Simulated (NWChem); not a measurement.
**One shape, several levels: BCl3 (boron trichloride)**

Wanted: a comparison of 6 runs (HF/STO-3G, HF/def2-SVP, HF/def2-SVPD, PBE0/cc-pVDZ, PBE0/cc-pVTZ, PBE0/def2-TZVP) of BCl3 (boron trichloride). 

The results are computed with NWChem 7.3.0.

## (1) The structure to begin with

The species is BCl3 (4 atoms), meant as a singlet with charge 0. SMILES: `ClB(Cl)Cl`. Geometry: relaxed at PBE0-D4/def2-TZVP.

Bond lengths: Cl1–B2 1.737 Å, B2–Cl3 1.737 Å, B2–Cl4 1.737 Å. Angles: Cl1–B2–Cl3 120.0°, Cl1–B2–Cl4 120.0°, Cl3–B2–Cl4 120.0°.

## (2) Energy and gradient at HF/STO-3G (run 1)

Contents of input.nw:

```
start input
title "BCl3 hf"
memory 2200 mb
charge 0

geometry units angstroms noautosym nocenter noautoz
Cl    -0.257920     0.516440     1.638340
B      0.000000     0.000000    -0.000010
Cl     0.942010    -1.423060    -0.324000
Cl    -0.684100     0.906610    -1.314320
end

basis "ao basis" spherical bse
* library STO-3G
end

scf
thresh 1e-08
maxiter 80
noprint "final vectors analysis"
end

task scf gradient
```

The run is started by

```console
nwchem input.nw > input.out
```

The program printed:

```text
[...]
  functions       =    32
[...]
  wavefunction    = RHF
[...]
         Total SCF energy =  -1388.227801232801
      One-electron energy =  -2378.771278371106
      Two-electron energy =    760.370298711751
 Nuclear repulsion energy =    230.173178426555
        Time for solution =      1.0s
[...]
                         RHF ENERGY GRADIENTS
    atom               coordinates                        gradient
                 x          y          z           x          y          z
   1 Cl     -0.487398   0.975930   3.096014    0.003389  -0.006787  -0.021534
   2 B       0.000000   0.000000  -0.000019   -0.000007   0.000011  -0.000011
   3 Cl      1.780141  -2.689193  -0.612271   -0.012377   0.018697   0.004258
   4 Cl     -1.292762   1.713244  -2.483705    0.008995  -0.011921   0.017286
[...]
```

Wall time 1.7 s (1 thread of Intel Xeon at 2.60GHz (Ice Lake), shared host); peak memory 0.1 GiB.

## (3) Energy and gradient at HF/def2-SVP (run 2)

Contents of run.py:

```python
from ase import Atoms
from ase.calculators.nwchem import NWChem

system = Atoms(['Cl', 'B', 'Cl', 'Cl'], positions=[
    [-0.257920, 0.516440, 1.638340],
    [-0.000000, 0.000000, -0.000010],
    [0.942010, -1.423060, -0.324000],
    [-0.684100, 0.906610, -1.314320],
])

calc = NWChem(
    label='m1',
    theory='scf',
    memory='2200 mb',
    basis='def2-SVP',
    basispar='spherical bse',
    scf={'nopen': '0', 'rhf': None, 'thresh': '1e-08', 'maxiter': '80'},
)
system.calc = calc

forces = system.get_forces()
print("Total energy (eV):", round(system.get_potential_energy(), 6))
print("forces (eV/A):")
for s, f in zip(system.symbols, forces):
    print(f"{s:2s} {f[0]:10.5f} {f[1]:10.5f} {f[2]:10.5f}")
print("dipole (e A):", system.get_dipole_moment().round(4))
```

The run is started by

```console
export ASE_NWCHEM_COMMAND="nwchem PREFIX.nwi > PREFIX.nwo"
python run.py
```

The program printed:

```text
Total energy (eV): -38173.717781
forces (eV/A):
Cl   -0.05343    0.10701    0.33969
B     0.00026   -0.00036    0.00046
Cl    0.19515   -0.29475   -0.06721
Cl   -0.14192    0.18810   -0.27295
dipole (e A): [-0.  0. -0.]
```

The calculator wrote m1.nwi:

```
title "m1"

permanent_dir m1

scratch_dir m1

start m1

geometry units angstrom nocenter noautosym noautoz
  Cl -2.5791999999999998e-01 5.1644000000000001e-01 1.6383399999999999e+00
  B  -0.0000000000000000e+00 0.0000000000000000e+00 -1.0000000000000001e-05
  Cl 9.4201000000000001e-01 -1.4230600000000000e+00 -3.2400000000000001e-01
  Cl -6.8410000000000004e-01 9.0661000000000003e-01 -1.3143199999999999e+00
end

memory 2200 mb

basis spherical bse noprint
   * library def2-SVP
end

scf
  nopen 0
  rhf
  thresh 1e-08
  maxiter 80
end

task scf gradient
```

m1.nwo:

```text
Northwest Computational Chemistry Package (NWChem) 7.3.0
             --------------------------------------------------------

           Job information
           ---------------

    nwchem branch   = 7.3.0
    use scalapack   = T
    input           = m1.nwi
    prefix          = m1.
    data base       = m1/m1.db
    status          = startup
    nproc           =        1

           Memory information
           ------------------

    heap     =     72089598 doubles =      550.0 Mbytes
    stack    =     72089595 doubles =      550.0 Mbytes
    global   =    144179200 doubles =     1100.0 Mbytes (distinct from heap & stack)
    total    =    288358393 doubles =     2200.0 Mbytes
    verify   = yes
    hardfail = no

           Directory information
           ---------------------

  0 permanent = m1
  0 scratch   = m1

                                NWChem Input Module
                                -------------------

                                        m1
                                        --

[... 107 lines left out ...]
 Convergence threshold     :          1.000E-08
[... 12 lines left out ...]
       Final RHF  results
[... 3 lines left out ...]
      One-electron energy =  -2396.570401750573
[... 1 line left out ...]
 Nuclear repulsion energy =    230.173178426554
[... 46 lines left out ...]
                       ROHF Final Molecular Orbital Analysis
[... 206 lines left out ...]
     1   1 0 0     -0.000019      0.000000     -0.000321
[... 8 lines of this table left out ...]
     2   0 0 2    -32.657680      0.000000    274.192415

                              NWChem Gradients Module
                              -----------------------

                                        m1

  wavefunction    =   RHF

                         RHF ENERGY GRADIENTS

    atom               coordinates                        gradient
                 x          y          z           x          y          z
   1 Cl     -0.487398   0.975930   3.096014    0.001039  -0.002081  -0.006606
   2 B       0.000000   0.000000  -0.000019   -0.000005   0.000007  -0.000009
   3 Cl      1.780141  -2.689193  -0.612271   -0.003795   0.005732   0.001307
   4 Cl     -1.292762   1.713244  -2.483705    0.002760  -0.003658   0.005308

                 ----------------------------------------
                 |  Time  |  1-e(secs)   |  2-e(secs)   |
                 ----------------------------------------
                 |  CPU   |       0.00   |       0.89   |
                 ----------------------------------------
                 |  WALL  |       0.00   |       0.89   |
                 ----------------------------------------

 Task  times  cpu:        5.1s     wall:        5.1s
 Total times  cpu:        5.2s     wall:        5.2s
```

It took 6.3 s on 1 thread of Intel Xeon at 2.60GHz (Ice Lake), shared host; peak memory 0.1 GiB.

Runs 3 to 5 aren't shown in full; the table further down has their settings and results.

## (4) Energy and forces at PBE0/def2-TZVP (run 6)

Contents of mol.nw:

```
start mol
memory 2200 mb
geometry units au noautosym nocenter noautoz
  Cl    -0.48739816     0.97593016     3.09601390
  B      0.00000000     0.00000000    -0.00001890
  Cl     1.78014091    -2.68919366    -0.61227126
  Cl    -1.29276164     1.71324460    -2.48370484
end
basis spherical bse
  * library def2-TZVP
end
dft
  xc pbe0
  grid fine
  convergence energy 1e-08
  maxiter 100
  mulliken
  print medium
end
task dft gradient
```

The run is started by

```console
nwchem mol.nw > mol.out
```

The program printed:

```text
[...]
          Wavefunction type:  closed shell.
          No. of atoms     :     4
          No. of electrons :    56
[...]
          Charge           :     0
          Spin multiplicity:     1
[...]
          AO basis - number of functions:   142
[...]
              XC Information
              --------------
                         PBE0 Method XC Functional
                     Hartree-Fock (Exact) Exchange  0.250
          PerdewBurkeErnzerhof Exchange Functional  0.750
            Perdew 1991 LDA Correlation Functional  1.000 local
           PerdewBurkeErnz. Correlation Functional  1.000 non-local
[...]
 d= 0,ls=0.0,diis     1  -1405.0501692974 -1.64D+03  5.82D-03  1.43D+00     5.0
[...]
 d= 0,ls=0.0,diis     8  -1405.1359526902 -1.03D-09  4.87D-07  1.66D-08    32.7
         Total DFT energy =    -1405.135952690202
      One electron energy =    -2397.970548008456
           Coulomb energy =      851.068168866612
    Exchange-Corr. energy =      -88.406735385954
 Nuclear repulsion energy =      230.173161837595
[...]
      Total Density - Mulliken Population Analysis
     ---------------------------------------------
    Atom       Charge   Shell Charges
 -----------   ------   -------------------------------------------------------
    1 Cl  17    17.08   2.01  0.43  1.52  1.13  0.80  4.19  1.67  1.12  2.84  1.31  0.01  0.03  0.00
    2 B    5     4.77   0.91  1.06  0.52  0.32 -0.02  0.92  0.67  0.07  0.07  0.21  0.03
    3 Cl  17    17.08   2.01  0.43  1.52  1.13  0.80  4.19  1.67  1.12  2.84  1.31  0.01  0.03  0.00
    4 Cl  17    17.08   2.01  0.43  1.52  1.13  0.80  4.19  1.67  1.12  2.84  1.30  0.01  0.03  0.00
[...]
  wavefunction    = closed shell
                         DFT ENERGY GRADIENTS
    atom               coordinates                        gradient
                 x          y          z           x          y          z
   1 Cl     -0.487398   0.975930   3.096014    0.000029  -0.000060  -0.000197
   2 B       0.000000   0.000000  -0.000019   -0.000003   0.000006  -0.000010
   3 Cl      1.780141  -2.689194  -0.612271   -0.000110   0.000167   0.000041
   4 Cl     -1.292762   1.713245  -2.483705    0.000085  -0.000113   0.000166
[...]
```

Wall time 46 s (1 thread of Intel Xeon at 2.60GHz (Ice Lake), shared host); peak memory 0.13 GiB.

## (5) The series

```tsv
run	level	iteration cap	module	energy (Eh)	dipole moment (D)	largest force (eV/Å)	wall time
1	HF/STO-3G	80	scf	-1388.227801	0.00	1.175	1.7 s
2	HF/def2-SVP	80	scf	-1402.858265	0.00	0.361	6.3 s
3	HF/def2-SVPD	80	scf	-1402.873711	0.00	0.472	18 s
4	PBE0/cc-pVDZ	100	dft	-1405.104597	0.00	0.290	37 s
5	PBE0/cc-pVTZ	100	dft	-1405.155639	0.00	0.073	2 min
6	PBE0/def2-TZVP	100	dft	-1405.135953	0.00	0.011	46 s
```

## (6) Summary of results

```
                       quantity           value
            run 6: total energy  -1405.13595 Eh
           run 6: dipole moment          0.00 D
             run 6: HOMO energy        -9.09 eV
             run 6: LUMO energy        -1.69 eV
           run 6: HOMO–LUMO gap         7.40 eV
run 6: largest force on an atom      0.011 eV/Å
```

What this shows: Over runs 2, 3, 4, 5, 6 the HOMO–LUMO gap runs from 7.40 eV (PBE0/def2-TZVP) to 14.83 eV (HF/def2-SVP). The two ends differ in method and basis. In run 1 the basis is minimal, so the values are rough. All runs together took 3.8 min, the longest 2 min.
